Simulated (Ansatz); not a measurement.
# C3O5: the cost of one run

Program: Ansatz 0.2.0. Level of theory: the levels named in each step. These are calculated values, not measurements.

## (1) The starting structure

Bond lengths: O1–C2 1.143 Å, C2–O3 1.144 Å, O4–C5 1.146 Å, C5–O6 1.141 Å, C7–O8 1.128 Å. Angles: O1–C2–O3 179.2°, O4–C5–O6 179.7°.

Coordinates:

```xyz
8

O     2.2689   -0.1776    0.7457
C     1.9888    0.1551   -0.3119
O     1.7238    0.4900   -1.3730
O    -0.6756   -0.7520    0.1213
C    -1.5651   -1.4707    0.1937
O    -2.4470   -2.1914    0.2683
C    -1.2355    1.8393   -0.0440
O    -0.2606    2.2378    0.3594
```

## (2) A rough first relaxation, PBE-D4/def2-SVP

This run stands in another session on the same molecule. It ended at:

```xyz
8

O     2.7691   -0.2772    0.4926
C     1.9754   -0.0245   -0.3327
O     1.1881    0.2362   -1.1663
O    -0.3983   -1.3578    0.9250
C    -1.3378   -1.4290    0.2213
O    -2.2747   -1.5194   -0.4774
C    -1.3050    1.7355    0.1714
O    -0.8192    2.7669    0.1256
```

## (3) Relaxation, PBE0-D4/def2-TZVPP

The input, input.yaml:

```yaml
crystal:
  periodic: [false, false, false]
  atoms:
    - { symbol: O, position_ang: [2.76908916, -0.27724331, 0.4926131] }
    - { symbol: C, position_ang: [1.97537217, -0.02450969, -0.33265986] }
    - { symbol: O, position_ang: [1.18809939, 0.2362132, -1.16631141] }
    - { symbol: O, position_ang: [-0.39828029, -1.35780735, 0.92504196] }
    - { symbol: C, position_ang: [-1.33779237, -1.42902609, 0.22133867] }
    - { symbol: O, position_ang: [-2.2746737, -1.51944592, -0.47743126] }
    - { symbol: C, position_ang: [-1.30500747, 1.73545158, 0.17139898] }
    - { symbol: O, position_ang: [-0.81919688, 2.76693758, 0.12559982] }
basis:
  gaussian: { orbitals: def2-TZVPP }
hamiltonian:
  xc: pbe0
  dispersion: d4
relax:
  f_tol: 0.002
  max_steps: 150
```

Launch:

```console
$ ansatz run input.yaml --threads 4 --pin off --max-ram 10240MiB --backend cpu --events-out ev --progress --plain --runs-dir out
```

Q: Estimate wall time and peak memory on 4 threads of Arm Neoverse V1, shared host.

About 6.3 min, with a peak of 0.67 GiB.
